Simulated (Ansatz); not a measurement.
# RbLaSn: the cost of one run

Program: Ansatz 0.2.0. Level of theory: DFT PBE, scalar-relativistic, plane waves, PAW. These are calculated values, not measurements.

### 1 Starting point

Symmetry: P-6m2, No. 187, hexagonal system. Conventional cell: a = 5.036 Å, b = 5.036 Å, c = 4.887 Å, α = 90.00°, β = 90.00°, γ = 120.00°. Rb (site symmetry -6m2) is surrounded by 6 La at 3.80 Å and 6 Sn at 3.80 Å. La (site symmetry -6m2) has 3 Sn at 2.91 Å as nearest neighbours. Sn (site symmetry -6m2) has 3 La at 2.91 Å as nearest neighbours.

As a file:

```cif
data_structure
_symmetry_space_group_name_H-M 'P 1'
_symmetry_Int_Tables_number 1
_cell_length_a 5.0358
_cell_length_b 5.0358
_cell_length_c 4.8874
_cell_angle_alpha 90.000
_cell_angle_beta 90.000
_cell_angle_gamma 120.000
_cell_volume 107.34
loop_
_atom_site_label
_atom_site_type_symbol
_atom_site_fract_x
_atom_site_fract_y
_atom_site_fract_z
_atom_site_occupancy
Rb1 Rb 0.00000 0.00000 0.00000 1
La1 La 0.33333 0.66667 0.50000 1
Sn1 Sn 0.66667 0.33333 0.50000 1
```

A structure generator made this guess: species swapped into a database cell of DyCuSi (P-6m2, No. 187), with Rb on the Dy sites, Sn on the Si sites and La on the Cu sites. The dimensions are guesses.

### 2 The guess as it stands, on a coarse mesh

input.yaml

```yaml
crystal:
  lattice:
    - [5.03580697, 0.0, 0.0]
    - [-2.51790348, 4.36113676, 0.0]
    - [0.0, 0.0, 4.8873786]
  atoms:
    - { symbol: Rb, position: [0.0, 0.0, 0.0] }
    - { symbol: La, position: [0.33333333, 0.66666667, 0.5] }
    - { symbol: Sn, position: [0.66666667, 0.33333333, 0.5] }
basis:
  ecutwfc: 420
kpoints:
  mp_grid: { grid: [6, 6, 4] }
hamiltonian:
  xc: pbe
scf:
  occupations: { method: gaussian, width: 0.1 }
  lower_state_search: "off"
output:
  forces: true
  stress: true
  eigenvalues: true
```

Started as:

```sh
$ ansatz run input.yaml --threads 1 --pin off --max-ram 2048MiB --backend cpu --events-out ev --progress --plain --runs-dir out
```

Q: Estimate wall time and peak memory on 1 thread of Arm Neoverse V2, shared host.

About 4.1 s, with a peak of 0.35 GiB.
